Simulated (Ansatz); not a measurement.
# WH₃ (doublet): the correlation ladder, def2-TZVPP

The task here is to estimate one member of a computed series from the others.

Computed with Ansatz 0.2.0, Gaussian basis. Level: def2-TZVPP, core rule «outside noble gas», up to 4 orbitals frozen.

The runs, in order: UHF; ROHF; CCSD(T) on UHF.

## What is computed

The geometry is a PBE0/def2-TZVP stationary point (not a proven minimum) of the parent state, kept for this charge and spin. No spin-orbit coupling is included. Elements past krypton take def2 core potentials.

4 atoms, charge 0, spin multiplicity 2.

Atoms are counted from 1 here; the program's logs count them from 0.

Bond lengths: W1–H2 1.710 Å, W1–H3 1.710 Å, W1–H4 1.710 Å. Angles: H2–W1–H3 112.3°, H2–W1–H4 112.3°, H3–W1–H4 112.3°.

Set-up of the first run:

File in.yaml:

```yaml
crystal:
  periodic: [false, false, false]
  atoms:
    - {symbol: W, position_ang: [0.000018, 0.000018, -0.007849]}
    - {symbol: H, position_ang: [1.638941, 0.014192, 0.481052]}
    - {symbol: H, position_ang: [-0.834382, 1.411605, 0.478453]}
    - {symbol: H, position_ang: [-0.807904, -1.429056, 0.472050]}
basis:
  gaussian: {orbitals: def2-TZVPP}
magnetization: {spin_polarized: true, initial_magnetization: 1}
hamiltonian: {xc: hf}
output: {orbitals: {seedname: orbitals}}
```

On the command line:

```
$ ansatz run in.yaml --threads 1 --pin off --events-out ev --progress --plain --max-ram 4096MiB --backend cpu
```

Steps of the session up to this table: UHF; ROHF; CCSD(T) on UHF.

One table of the session follows, with a row left open; its other results are not shown here.

```
  method  from UCCSD(T) (kcal/mol)
    ROHF                   +167.00
     UHF                         ?
    UMP2                    +29.01
   UCCSD                     +8.16
UCCSD(T)                         0
```

Q: Estimate the row for UHF from the others.

The run gave: from UCCSD(T) (kcal/mol): +138.65. In the column «from UCCSD(T) (kcal/mol)» it lies between UMP2 (+29.01) and ROHF (+167.00).

The program flags UCCSD(T) as in doubt (see the logs), so the zero of the table is itself unsure.

Limits of these values: The determinant is far from a pure spin state, so its energy mixes those of several spin states (harmless only where they are near-degenerate, as at dissociation). The program flags UCCSD(T) as in doubt, so the zero of the table is itself unsure.
